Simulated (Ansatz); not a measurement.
# C2H6ClNSn: the cost of one run

The runs use Ansatz 0.2.0, Gaussian basis; the settings change from run to run.

1 further run of the same task is left out (for a known fault of the program).

**1. The molecule**

An earlier PBE0-D4 in a triple-zeta def2 set relaxation fixed the geometry. Sn takes a core potential in def2 sets; no spin-orbit term is included.

SMILES `C[N](C)[Sn][Cl]`, 11 atoms, charge 0, spin multiplicity 1.

Atoms are counted from 1 here; the program's logs count them from 0.

Bond lengths: C1–N2 1.442 Å, C1–H6 1.095 Å, C1–H7 1.099 Å, C1–H8 1.099 Å, N2–C3 1.440 Å, N2–Sn4 2.021 Å, C3–H9 1.090 Å, C3–H10 1.099 Å, C3–H11 1.099 Å, Sn4–Cl5 2.391 Å. Angles: N2–C1–H6 111.0°, N2–C1–H7 111.6°, N2–C1–H8 111.6°, H6–C1–H7 107.6°, H6–C1–H8 107.6°, H7–C1–H8 107.3°, C1–N2–C3 112.8°, C1–N2–Sn4 118.4°, C3–N2–Sn4 128.8°, N2–C3–H9 110.7°, N2–C3–H10 111.0°, N2–C3–H11 111.0°, H9–C3–H10 108.4°, H9–C3–H11 108.4°, H10–C3–H11 107.2°, N2–Sn4–Cl5 96.9°.

**2. PBEsol/ANO-RCC-VTZP**

This run has D3(BJ) with three-body dispersion.

Contents of in.yaml:

```yaml
crystal:
  periodic: [false, false, false]
  atoms:
    - {symbol: C, position_ang: [-0.881341, -0.236176, 1.148087]}
    - {symbol: N, position_ang: [-0.278242, 0.143246, -0.105469]}
    - {symbol: C, position_ang: [1.093788, -0.278601, -0.215924]}
    - {symbol: Sn, position_ang: [-1.402070, 1.158547, -1.444126]}
    - {symbol: Cl, position_ang: [0.280559, 1.368138, -3.130131]}
    - {symbol: H, position_ang: [-1.922886, 0.098838, 1.200525]}
    - {symbol: H, position_ang: [-0.347606, 0.203172, 2.002372]}
    - {symbol: H, position_ang: [-0.875729, -1.326517, 1.285302]}
    - {symbol: H, position_ang: [1.514062, 0.025675, -1.174215]}
    - {symbol: H, position_ang: [1.178390, -1.371251, -0.131441]}
    - {symbol: H, position_ang: [1.706278, 0.157929, 0.585620]}
basis:
  gaussian: {orbitals: ANO-RCC-VTZP}
hamiltonian: {xc: {name: PBEsol}, dispersion: d3bjatm}
output: {forces: true}
```

On the command line:

```console
ansatz run in.yaml --threads 4 --pin off --events-out ev --progress --plain --max-ram 10444MiB
```

What time and memory should one allow on 4 threads of Arm Neoverse V2, shared host?

About 8.5 s, with a peak of 0.71 GiB.
